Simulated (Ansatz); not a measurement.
# RuTe (zincblende): equation of state

An exercise on one series of results from a longer session: the logs are not shown, and one member is left open.

Computed with Ansatz 0.2.0 (DFT r²SCAN, scalar-relativistic, plane waves, PAW, unless a step's input says otherwise).

3 further runs of the same task are left out: 2 that didn't finish, 1 set aside as unsound or not needed. Runs told in other sessions of the task aren't counted.

### The starting structure

The structure is cubic, space group F-43m (No. 216). Conventional cell: a = 5.851 Å, b = 5.851 Å, c = 5.851 Å, α = 90.00°, β = 90.00°, γ = 90.00°. Ru (site symmetry -43m) is surrounded by 4 Te at 2.53 Å. Around Te (site symmetry -43m) lie 4 Ru at 2.53 Å.

As a file:

```cif
data_structure
_symmetry_space_group_name_H-M 'P 1'
_symmetry_Int_Tables_number 1
_cell_length_a 4.1372
_cell_length_b 4.1372
_cell_length_c 4.1372
_cell_angle_alpha 60.000
_cell_angle_beta 60.000
_cell_angle_gamma 60.000
_cell_volume 50.07
loop_
_atom_site_label
_atom_site_type_symbol
_atom_site_fract_x
_atom_site_fract_y
_atom_site_fract_z
_atom_site_occupancy
Ru1 Ru 0.00000 0.00000 0.00000 1
Te1 Te 0.25000 0.25000 0.25000 1
```

An earlier run at r²SCAN left this cell at 25.037 Å³/atom and 0.00 GPa (10×10×10 mesh).

Volume factors to run: 0.980, 1.020, 0.960, 1.040, 1.070.

The first run:

input.yaml

```yaml
crystal:
  lattice:
    - [0.0, 2.9058078475, 2.9058078475]
    - [2.9058078475, 0.0, 2.9058078475]
    - [2.9058078475, 2.9058078475, 0.0]
  atoms:
    - { symbol: Ru, position: [0.0, 0.0, 0.0] }
    - { symbol: Te, position: [0.25, 0.25, 0.25] }
basis:
  ecutwfc: 500
  ecutrho_ratio: 4
kpoints:
  mp_grid: { grid: [10, 10, 10] }
hamiltonian:
  xc: r2scan
scf:
  occupations: { method: gaussian, width: 0.05 }
output:
  forces: true
  stress: true
  eigenvalues: true
```

On the command line:

```console
$ ansatz run input.yaml --threads 2 --pin off --max-ram 2662MiB --backend cpu --events-out ev --progress --plain --runs-dir out
```

Among the steps run: Scaling the volume by 0.980; Scaling the volume by 1.020; Scaling the volume by 0.960; At 1.040 of the relaxed volume; Volume × 1.070.

One table of the session follows, with a row left open; its other results are not shown here.

It belongs to the step «The fit». 

```
volume (Å³/atom)  energy (meV/atom)  pressure (GPa)
          24.035              14.15            4.74
          24.536               3.37            2.23
          25.037               0.00            0.00
          25.537                  ?               ?
          26.038              12.21           -3.73
          26.789              35.27           -6.00
```

Q: Estimate the row for volume (Å³/atom) = 25.537 from the others.

Worked estimate for «energy (meV/atom)». A straight line through the neighbours (25.037, 0.00) and (26.038, 12.21) gives 0.00 + (12.21 − 0.00) × (25.537 − 25.037) / (26.038 − 25.037) = 6.10; a parabola fitted to 4 rows on both sides gives 3.31.

**Answer.** energy (meV/atom): 3.19; pressure (GPa): -1.98. In «energy (meV/atom)» the line misses by +2.91 and the parabola by +0.12.
